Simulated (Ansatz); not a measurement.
# B3N3H6 (borazine) at SVWN5/def2-SVP

What is the vertical singlet–triplet gap of B3N3H6 (borazine) at SVWN5/def2-SVP? 

Program for the calculation: Ansatz 0.2.0.

43 further runs of the same task are left out: 1 that didn't finish, 42 set aside as unsound or not needed.

## Step 1: The structure to begin with

B3N3H6 has 12 atoms, charge 0, and is taken as a singlet. SMILES: `B1NBNBN1`. The shape is that of a PBE0-D4/def2-TZVP optimisation. This is one conformer, not always the lowest.

Bond lengths: B1–N2 1.425 Å, N2–B3 1.425 Å, B3–N4 1.425 Å, N4–B5 1.425 Å, B1–N6 1.425 Å, B5–N6 1.425 Å, B1–H7 1.197 Å, N2–H8 1.006 Å, B3–H9 1.197 Å, N4–H10 1.006 Å, B5–H11 1.197 Å, N6–H12 1.006 Å. Some angles: B1–N2–B3 122.9°, N2–B1–N6 117.1°, N2–B3–N4 117.1°, B3–N4–B5 122.9°, N4–B5–N6 117.1°, B1–N6–B5 122.9°, B1–N2–H8 118.6°, B3–N2–H8 118.6°, N2–B1–H7 121.4°, N6–B1–H7 121.4°.

## Step 2: A single-point energy at SVWN5/def2-SVP

run.yaml reads:

```yaml
crystal:
  periodic: [false, false, false]
  atoms:
    - {symbol: B, position_ang: [-0.725600, -1.223220, 0.253660]}
    - {symbol: "N", position_ang: [0.524170, -0.956610, 0.883320]}
    - {symbol: B, position_ang: [1.265120, 0.238610, 0.655490]}
    - {symbol: N, position_ang: [0.704960, 1.188460, -0.246430]}
    - {symbol: B, position_ang: [-0.539530, 0.984630, -0.909140]}
    - {symbol: N, position_ang: [-1.229160, -0.231820, -0.636840]}
    - {symbol: H, position_ang: [-1.326890, -2.236960, 0.463830]}
    - {symbol: H, position_ang: [0.899850, -1.642240, 1.516360]}
    - {symbol: H, position_ang: [2.313570, 0.436330, 1.198680]}
    - {symbol: H, position_ang: [1.210210, 2.040210, -0.423070]}
    - {symbol: H, position_ang: [-0.986620, 1.800580, -1.662600]}
    - {symbol: H, position_ang: [-2.110080, -0.397960, -1.093280]}
basis:
  gaussian:
    orbitals: def2-SVP
output:
  orbitals: {seedname: orbitals}
accuracy: high
hamiltonian:
  xc: {name: SVWN5}
```

Command:

```
$ ansatz run run.yaml --threads 1 --pin off --max-ram 3480MiB --events-out events.jsonl --progress --plain --runs-dir runs
```

The program printed:

```text
Warning: RAYON_NUM_THREADS=1 ignored (pool sized by the plan → 1); use --threads N
Functional definition: SVWN5
  name "SVWN5"
  exchange = slater_x
  correlation = vwn5_c
2856 factors; integrals over basis functions are off by at most 3.1e-9 eV
mean field evaluation 1: about -6522.0877 eV, gradient 8.9e1 eV
mean field evaluation 2: about -6472.8058 eV, gradient 1.7e2 eV
mean field evaluation 4: about -6538.9028 eV, gradient 3.2e0 eV
mean field evaluation 8: about -6538.9325 eV, gradient 2.2e-2 eV
mean field evaluation 16: about -6538.9326 eV, gradient 3.2e-6 eV
mean field -6538.93255021 eV, -240.3013389727 hartree, gradient 3.5e-8 eV, S^2 0.000000; 0 other end points of the search recorded, 0 dependent functions left out
reference -6538.93255379 eV, -240.3013391040 hartree; 21, 21 occupied and 93, 93 virtual orbitals, 2856 factors
Total energy: -6538.93255379 eV, -240.3013391040 hartree
```

Run time: 8.1 s. Hardware: 1 thread of Intel Xeon Platinum 8175M at 2.50GHz (Skylake/Cascade Lake), shared host; peak memory 0.4 GiB.

## Step 3: The triplet at the same level

molecule.yaml reads:

```yaml
crystal:
  periodic: [false, false, false]
  atoms:
    - {symbol: B, position_ang: [-0.725600, -1.223220, 0.253660]}
    - {symbol: N, position_ang: [0.524170, -0.956610, 0.883320]}
    - {symbol: B, position_ang: [1.265120, 0.238610, 0.655490]}
    - {symbol: N, position_ang: [0.704960, 1.188460, -0.246430]}
    - {symbol: B, position_ang: [-0.539530, 0.984630, -0.909140]}
    - {symbol: N, position_ang: [-1.229160, -0.231820, -0.636840]}
    - {symbol: H, position_ang: [-1.326890, -2.236960, 0.463830]}
    - {symbol: H, position_ang: [0.899850, -1.642240, 1.516360]}
    - {symbol: H, position_ang: [2.313570, 0.436330, 1.198680]}
    - {symbol: H, position_ang: [1.210210, 2.040210, -0.423070]}
    - {symbol: H, position_ang: [-0.986620, 1.800580, -1.662600]}
    - {symbol: H, position_ang: [-2.110080, -0.397960, -1.093280]}
basis:
  gaussian:
    orbitals: def2-SVP
magnetization:
  spin_polarized: true
  initial_magnetization: 2
hamiltonian:
  xc: {name: SVWN5}
accuracy: high
output: {orbitals: {seedname: orbitals}}
```

Command:

```
$ ansatz run molecule.yaml --threads 1 --pin off --max-ram 3480MiB --events-out events.jsonl --progress --plain --runs-dir runs
```

The program printed, cut to the lines that bear on the results:

```text
Warning: RAYON_NUM_THREADS=1 ignored (pool sized by the plan → 1); use --threads N
[... 2 set-up lines as earlier in the session ...]
[...]
2856 factors; integrals over basis functions are off by at most 3.1e-9 eV
[...]
mean field -6532.72750872 eV, -240.0733079037 hartree, gradient 2.1e-8 eV, S^2 2.002127; 10 other end points of the search recorded, 0 dependent functions left out
reference -6532.72751229 eV, -240.0733080350 hartree; 22, 20 occupied and 92, 94 virtual orbitals, 2856 factors
Total energy: -6532.72751229 eV, -240.0733080350 hartree
```

Run time: 41 s. Hardware: 1 thread of Intel Xeon Platinum 8175M at 2.50GHz (Skylake/Cascade Lake), shared host; peak memory 0.48 GiB.

## Step 4: Results

Level: SVWN5/def2-SVP.

| quantity | value |
| --- | --- |
| singlet: total energy | -240.30134 Eh |
| singlet: HOMO energy | -6.95 eV |
| singlet: LUMO energy | -0.66 eV |
| singlet: HOMO–LUMO gap | 6.29 eV |
| triplet: total energy | -240.07331 Eh |
| triplet: HOMO energy (highest over α and β) | -1.17 eV |
| triplet: ⟨S²⟩ | 2.002 |
| vertical energy of the triplet above the singlet | 6.205 eV |

What this shows: At this shape the triplet lies 6.21 eV (599 kJ/mol) above the singlet.
